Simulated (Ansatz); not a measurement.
**BCl₂HO (SMILES OB(Cl)Cl): a relaxed scan of the bond length O1–B2**

How does the energy rise as the bond length O1–B2 leaves its equilibrium value, and do density functionals follow CCSD(T)? At each value the rest of the molecule is relaxed at PBE0-D4 with the distance held.

Program: Ansatz 0.2.0, Gaussian basis. Level of theory: single points in def2-TZVPP. These are calculated values, not measurements.

Levels: PBE-D4, r2SCAN-D4, PBE0-D4, B3LYP-D4, wB97M-V, Hartree-Fock, MP2, CCSD, CCSD(T). The scan takes 1.099, 1.156, 1.239, 1.335, 1.442, 1.558, 1.680, 1.809, 1.944 Å.

Cores are frozen in the correlated methods. B3LYP uses VWN-RPA correlation.

26 further runs of the same task are left out: 26 set aside as unsound or not needed.

### Step 1. Where the work starts

The minimum, relaxed at PBE0-D4: SMILES `OB(Cl)Cl`, 5 atoms, charge 0, spin multiplicity 1.

Atoms are counted from 1 here; the program's logs count them from 0.

Bond lengths: O1–B2 1.341 Å, O1–H5 0.962 Å, B2–Cl3 1.745 Å, B2–Cl4 1.762 Å. Angles: B2–O1–H5 113.4°, O1–B2–Cl3 118.8°, O1–B2–Cl4 121.4°, Cl3–B2–Cl4 119.8°.

As a file:

```
O     0.7772    0.6575    0.3849
B    -0.1228   -0.2857    0.0724
Cl   -0.3099   -1.6557    1.1371
Cl   -1.1099   -0.1653   -1.3817
H     0.8153    1.3754   -0.2542
```

Energies of the minimum (eV), from earlier single points: PBE-D4 -27777.33418, r2SCAN-D4 -27787.65654, PBE0-D4 -27779.44361, B3LYP-D4 -27791.71849, wB97M-V -27788.69431, CCSD(T) -27758.83630.

At the minimum the bond length O1–B2 is 1.341 Å.

### Step 2. O1–B2 = 1.099 Å

relax/in.yaml reads:

```yaml
crystal:
  periodic: [false, false, false]
  atoms:
    - {symbol: O, position_ang: [0.777188, 0.657495, 0.384924]}
    - {symbol: B, position_ang: [0.039395, -0.115697, 0.128728]}
    - {symbol: Cl, position_ang: [-0.147732, -1.485710, 1.193449]}
    - {symbol: Cl, position_ang: [-0.947769, 0.004679, -1.325393]}
    - {symbol: H, position_ang: [0.815333, 1.375391, -0.254168]}
basis:
  gaussian: {orbitals: def2-TZVP}
hamiltonian: {xc: pbe0, dispersion: d4}
relax: {f_tol: 0.005, max_steps: 200, constraints: [{distance: [0, 1]}]}
```

The command line of these runs was not kept.

Further steps of the session: O1–B2 = 1.156 Å; O1–B2 = 1.239 Å; O1–B2 = 1.335 Å; O1–B2 = 1.442 Å; O1–B2 = 1.558 Å; O1–B2 = 1.680 Å; O1–B2 = 1.809 Å; O1–B2 = 1.944 Å.

**Question.** What will these runs give? Wanted: highest point, CCSD(T); lowest point, CCSD(T); minimum along the scan, CCSD(T); RMS deviation from CCSD(T); largest T1 diagnostic.

The runs gave:

| quantity | value |
| --- | --- |
| highest point, CCSD(T) | 261.0 kJ/mol at 1.944 Å |
| lowest point, CCSD(T) | 0.0 kJ/mol at 1.341 Å |
| minimum along the scan, CCSD(T) | 1.348 Å |
| curvature there | 41.1 eV/Å² |
| RMS deviation from CCSD(T) | PBE-D4 11.2, r2SCAN-D4 4.5, PBE0-D4 7.2, B3LYP-D4 5.8, wB97M-V 5.8, Hartree-Fock 28.0, MP2 0.2, CCSD 5.7 kJ/mol |
| largest T1 diagnostic | 0.016 |

What this shows: A polynomial through the near points puts the CCSD(T) minimum 0.007 Å above the PBE0-D4 value. It is steeper on the short side than on the long one. Curvature against CCSD(T): PBE-D4 -7 %, Hartree-Fock +16 %. MP2 follows the CCSD(T) curve best and Hartree-Fock worst.
